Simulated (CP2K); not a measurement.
Crystal: AlIn.

```
Al In
1.0
     3.05413    0.00000    0.00000
    -1.52707    2.64496    0.00000
     0.00000    0.00000    5.82802
Al In
1 1
Cartesian
  0.0000 0.0000 0.0000
  0.0000 0.0000 2.9140
```

The cell was built by a generator and needn't be a form met in nature.

Base run:

```yaml
Program: CP2K 2026.2
Functional: LDA
Potentials_or_basis: POTENTIAL_UZH Al GTH-PBE-q3, In GTH-PBE-q13; TZVP-MOLOPT-PBE-GTH basis
Density_cutoff: 9184 eV
k_mesh: 10 × 10 × 5
Occupations: fermi-dirac, width 0.05 eV
Spin: no spin polarisation
```

Its results: band gap on the k mesh none (metal or under the smearing width); pressure -2.5 GPa.

Problem. The run is repeated on the same cell with these changes: functional from LDA to TPSS. What comes out?

Solution. Band gap on the k mesh none (metal or under the smearing width); pressure -1.5 GPa.

Caveats: the potentials were made for another functional, which shifts forces and pressure; the basis of atomic orbitals isn't converged, which shifts pressures, moduli and gaps.
